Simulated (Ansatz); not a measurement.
**CF₆Sn: a ladder of functionals and wavefunction methods**

An exercise on one series of results from a longer session: the logs are not shown, and one member is left open.

The runs use Ansatz 0.2.0, Gaussian basis; functionals in def2-TZVPP, the program's frozen cores in correlated methods.

The runs, in order: LDA (SPW92), PBE-D4, revPBE-D4, BLYP-D4, r2SCAN-D4, B97M-V, PBE0-D4, B3LYP-D4, r2SCANh-D4, r2SCAN0-D4, HSE06-D4, BHLYP-D4, CAM-B3LYP-D4, LC-ωPBE, ωB97X-V, ωB97M-V, B2PLYP, PBE-QIDH; CCSD(T)/def2-SVP; MP2/def2-TZVPP; MP2/def2-QZVPP; RPA on PBE.

**The relaxed structure**

An earlier PBE0-D4 in a triple-zeta def2 set relaxation fixed the geometry. Sn takes the def2 core potential; no spin-orbit term is included.

SMILES `F[C](F)(F)[Sn]([F])([F])[F]`, 8 atoms, charge 0, spin multiplicity 1.

Atoms are counted from 1 here; the program's logs count them from 0.

Bond lengths: F1–C2 1.329 Å, C2–F3 1.329 Å, C2–F4 1.329 Å, C2–Sn5 2.204 Å, Sn5–F6 1.889 Å, Sn5–F7 1.889 Å, Sn5–F8 1.889 Å. Angles: F1–C2–F3 108.6°, F1–C2–F4 108.6°, F1–C2–Sn5 110.4°, F3–C2–F4 108.6°, F3–C2–Sn5 110.4°, F4–C2–Sn5 110.4°, C2–Sn5–F6 112.4°, C2–Sn5–F7 112.4°, C2–Sn5–F8 112.4°, F6–Sn5–F7 106.4°, F6–Sn5–F8 106.4°, F7–Sn5–F8 106.4°.

Set-up of the first run:

File in.yaml:

```yaml
crystal:
  periodic: [false, false, false]
  atoms:
    - {symbol: F, position_ang: [0.955813, -1.003109, 1.550866]}
    - {symbol: C, position_ang: [0.961394, -0.687064, 0.260023]}
    - {symbol: F, position_ang: [0.941114, -1.809949, -0.450549]}
    - {symbol: F, position_ang: [2.087341, -0.035153, -0.011047]}
    - {symbol: Sn, position_ang: [-0.785583, 0.563188, -0.231039]}
    - {symbol: F, position_ang: [-0.814235, 2.176429, 0.751155]}
    - {symbol: F, position_ang: [-0.832850, 1.048945, -2.055822]}
    - {symbol: F, position_ang: [-2.420895, -0.310289, 0.130613]}
basis:
  gaussian: {orbitals: def2-TZVPP}
hamiltonian: {xc: lda}
output: {orbitals: {seedname: orbitals}}
```

Command:

```console
> ansatz run in.yaml --threads 4 --pin off --events-out ev --progress --plain --max-ram 11315MiB
```

Among the steps run: LDA; PBE-D4 (GGA); revPBE-D4 (GGA); BLYP-D4 (GGA); r2SCAN-D4 (meta-GGA); B97M-V (meta-GGA); PBE0-D4 (hybrid); B3LYP-D4 (hybrid); r2SCANh-D4 (hybrid); r2SCAN0-D4 (hybrid); HSE06-D4 (hybrid); BHLYP-D4 (hybrid); CAM-B3LYP-D4 (range-separated); LC-ωPBE (range-separated); ωB97X-V (range-separated); ωB97M-V (range-separated); B2PLYP (double hybrid); PBE-QIDH (double hybrid).

One of the session's tables, all rows but one given; the rest of the session is left out.

It belongs to the step «Frontier levels by functional». 

| functional | HOMO (eV) | LUMO (eV) | gap (eV) |
| --- | --- | --- | --- |
| LDA (SPW92) | -9.11 | -4.24 | 4.87 |
| PBE-D4 | -8.81 | -3.82 | 4.99 |
| revPBE-D4 | -8.70 | -3.66 | 5.04 |
| BLYP-D4 | -8.75 | -3.85 | 4.91 |
| r2SCAN-D4 | -9.20 | -3.65 | 5.55 |
| B97M-V | -9.24 | -3.65 | 5.59 |
| PBE0-D4 | -10.42 | -2.90 | 7.52 |
| B3LYP-D4 | -10.22 | -3.31 | 6.92 |
| r2SCANh-D4 | -9.80 | -3.31 | 6.48 |
| r2SCAN0-D4 | -10.70 | -2.80 | 7.90 |
| HSE06-D4 | -10.02 | -3.28 | 6.74 |
| BHLYP-D4 | -12.01 | -2.01 | 10.00 |
| CAM-B3LYP-D4 | -11.88 | -1.96 | 9.92 |
| LC-ωPBE | -13.06 | -0.53 | 12.53 |
| ωB97X-V | ? | ? | ? |
| ωB97M-V | -12.65 | -0.78 | 11.87 |

Q: Estimate the row for ωB97X-V from the others.

As computed: HOMO (eV): -12.74; LUMO (eV): -0.66; gap (eV): 12.08. In the column «HOMO (eV)» it lies between LC-ωPBE (-13.06) and ωB97M-V (-12.65).
